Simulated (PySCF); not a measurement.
**GeSe+: bond curves at several levels of theory**

One job finds the state of GeSe+, follows it along the bond with each method and fits the curves.

Method: Ge def2-TZVPPD, Se def2-TZVPPD, no relativity; program: PySCF 2.14.0.

## (1) Input

A driver script around PySCF takes these settings:

```
atoms                         : Ge, Se
charge                        : 1
basis                         : Ge def2-TZVPPD, Se def2-TZVPPD
Hamiltonian                   : no relativity
basis functions               : 111
electrons treated             : 65
masses in u                   : 73.9212, 79.9165
levels                        : PBE0, PBE, r²SCAN, M06, LDA, TPSS, MN15, M06-2X, LC-ωPBE, HF, MP2, SCS-MP2
grid                          : 80 radial by 434 angular points
occupations                   : held fixed by the projection of orbital angular momentum
dissociation limit            : Ge+ + Se, each in its ground configuration
starting distance in angstrom : 2.375
values of 2S to try           : 1, 3
```

Started as:

```sh
$ OMP_NUM_THREADS=2 python dia.py task.json out
```

Further steps of the session: First curve: PBE0; Excited determinants; PBE; r²SCAN; M06 (hybrid meta-GGA); LDA; TPSS (meta-GGA); MN15 (hybrid meta-GGA); M06-2X; LC-ωPBE (range-separated hybrid); UHF.

Before running it: what results should come out? Wanted: for each run, Re; ωe; De; μ.

As calculated:

Lowest PBE0 solution found, without spin–orbit coupling: ²Π (doublet), unpaired electrons π ↑. State 2 has its PBE0 minimum 0.42 eV higher. State 3 has its PBE0 minimum 1.96 eV higher. The other levels ran on the lowest alone.

```
      level  Re (Å)  ωe (cm⁻¹)  De (eV)  μ (D)
        UHF   2.288        339     1.94  -2.95
    UHF-MP2   2.278        342     3.35    n/a
UHF-SCS-MP2   2.284        339     3.24    n/a
        LDA   2.285        325     4.47  -2.06
        PBE   2.321        311     3.82  -2.26
       TPSS   2.312        315     3.71  -2.29
     r²SCAN   2.295        325     3.72  -2.20
       PBE0   2.293        330     3.54  -2.40
        M06   2.300        326     3.63  -2.58
       MN15   2.271        336     3.38  -2.32
     M06-2X   2.299        333     3.12  -2.61
    LC-ωPBE   2.253        354     3.19  -2.49
```

De is counted to Ge+ + Se in their ground configurations. A positive dipole points from Ge to Se; in an ion it is taken about the centre of mass and does not tell which atom is negative.

In words: The methods spread over 0.068 Å in bond length, from LC-ωPBE to PBE. Of the levels with a De here, UHF gives the least (1.94 eV) and LDA the most (4.47 eV).

Correlated steps freeze 18 core orbitals.
